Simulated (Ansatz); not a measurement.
**C₂H₃ClInN: up Jacob's ladder to CCSD(T)**

One table from this session's results is given with a row withheld; the runs are named, their logs left out.

Program: Ansatz 0.2.0, Gaussian basis. Level of theory: functionals in def2-TZVPP, the program's frozen cores in correlated methods. These are calculated values, not measurements.

Levels to be run: LDA (SPW92), PBE-D4, revPBE-D4, BLYP-D4, r2SCAN-D4, B97M-V, PBE0-D4, B3LYP-D4, r2SCANh-D4, r2SCAN0-D4, HSE06-D4, BHLYP-D4, CAM-B3LYP-D4, LC-ωPBE, ωB97X-V, ωB97M-V, B2PLYP, PBE-QIDH; CCSD(T)/def2-SVP; CCSD(T)/def2-TZVPP; CCSD(T)/def2-QZVPP; extrapolation to the limit; RPA on PBE.

## The relaxed structure

All runs share one geometry, relaxed beforehand with PBE0-D4 in a triple-zeta def2 set. In takes the def2 core potential; no spin-orbit term is included.

8 atoms, charge 0, spin multiplicity 1.

Atoms are counted from 1 here; the program's logs count them from 0.

Bond lengths: C1–In2 2.120 Å, C1–H6 1.090 Å, C1–H7 1.088 Å, C1–H8 1.090 Å, In2–Cl3 2.321 Å, In2–C4 2.118 Å, C4–N5 1.154 Å. Angles: In2–C1–H6 109.1°, In2–C1–H7 109.5°, In2–C1–H8 109.5°, H6–C1–H7 109.8°, H6–C1–H8 108.8°, H7–C1–H8 110.2°, C1–In2–Cl3 121.8°, C1–In2–C4 127.5°, Cl3–In2–C4 110.7°, In2–C4–N5 177.1°.

The first run:

The input, in.yaml:

```yaml
crystal:
  periodic: [false, false, false]
  atoms:
    - {symbol: C, position_ang: [-1.004901, -1.102343, -0.232919]}
    - {symbol: In, position_ang: [0.625796, 0.144136, 0.299340]}
    - {symbol: Cl, position_ang: [2.386140, -0.630536, 1.598289]}
    - {symbol: C, position_ang: [0.917448, 2.176511, -0.219419]}
    - {symbol: N, position_ang: [1.026727, 3.281809, -0.530890]}
    - {symbol: H, position_ang: [-1.907748, -0.736444, 0.256898]}
    - {symbol: H, position_ang: [-0.800104, -2.122593, 0.085239]}
    - {symbol: H, position_ang: [-1.151356, -1.067441, -1.312340]}
basis:
  gaussian: {orbitals: def2-TZVPP}
hamiltonian: {xc: lda}
output: {orbitals: {seedname: orbitals}}
```

The run is started by

```
$ ansatz run in.yaml --threads 2 --pin off --events-out ev --progress --plain --max-ram 22528MiB --backend cpu
```

Among the steps run: LDA; PBE-D4 (GGA); revPBE-D4 (GGA); BLYP-D4 (GGA); r2SCAN-D4 (meta-GGA); B97M-V (meta-GGA); PBE0-D4 (hybrid); B3LYP-D4 (hybrid); r2SCANh-D4 (hybrid); r2SCAN0-D4 (hybrid); HSE06-D4 (hybrid); BHLYP-D4 (hybrid); CAM-B3LYP-D4 (range-separated); LC-ωPBE (range-separated); ωB97X-V (range-separated); ωB97M-V (range-separated); B2PLYP (double hybrid); PBE-QIDH (double hybrid).

One table of the session follows, with a row left open; its other results are not shown here.

It belongs to the step «Orbital energies across the functionals». 

| functional | HOMO (eV) | LUMO (eV) | gap (eV) |
| --- | --- | --- | --- |
| LDA (SPW92) | -7.60 | -3.31 | 4.29 |
| PBE-D4 | -7.42 | -3.00 | 4.42 |
| revPBE-D4 | ? | ? | ? |
| BLYP-D4 | -7.27 | -2.95 | 4.32 |
| r2SCAN-D4 | -7.75 | -2.80 | 4.95 |
| B97M-V | -7.80 | -2.96 | 4.84 |
| PBE0-D4 | -8.78 | -2.26 | 6.52 |
| B3LYP-D4 | -8.52 | -2.54 | 5.98 |
| r2SCANh-D4 | -8.25 | -2.53 | 5.71 |
| r2SCAN0-D4 | -8.99 | -2.14 | 6.85 |
| HSE06-D4 | -8.37 | -2.62 | 5.75 |
| BHLYP-D4 | -9.96 | -1.57 | 8.39 |
| CAM-B3LYP-D4 | -10.14 | -1.42 | 8.72 |
| LC-ωPBE | -11.52 | -0.24 | 11.28 |
| ωB97X-V | -11.14 | -0.39 | 10.75 |
| ωB97M-V | -11.00 | -0.61 | 10.39 |

Estimate the missing values for revPBE-D4.

As computed: HOMO (eV): -7.35; LUMO (eV): -2.86; gap (eV): 4.49. In the column «HOMO (eV)» it lies between PBE-D4 (-7.42) and BLYP-D4 (-7.27).
